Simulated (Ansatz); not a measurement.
The system is GaGe3.

```xyz
4
Lattice="0.0000 3.3872 3.3872 3.3872 0.0000 3.3872 3.3872 3.3872 0.0000" Properties=species:S:1:pos:R:3 pbc="T T T"
Ge    3.3872    3.3872    3.3872
Ge    5.0808    5.0808    5.0808
Ge    1.6936    1.6936    1.6936
Ga    0.0000    0.0000    0.0000
```

The cell comes from a database or a generator and needn't be the stable form of this composition.

Base run:

| Property | Result |
| --- | --- |
| Program | Ansatz 0.2.0 |
| Functional | r2SCAN |
| Potentials or basis | Ansatz PAW |
| Cutoff | 500 eV |
| Density cutoff | 2000 eV |
| k mesh | 7 × 7 × 7 |
| Occupations | fermi-dirac, width 0.05 eV |
| Spin | no spin polarisation |

Its results: band gap on the k mesh none (metal or under the smearing width); pressure -2.5 GPa.

**Question.** The run is repeated on the same cell with these changes: functional from r2SCAN to LDA; cutoff from 500 eV to 420 eV; density cutoff from 2000 eV to 1680 eV. What comes out?

**Answer.** Band gap on the k mesh none (metal or under the smearing width); pressure -5.5 GPa.

Caveats: the PAW data sets come from PBE, with cores solved anew for the run's functional, which leaves a small shift of forces and pressure.

Not every run made on this cell is shown here.
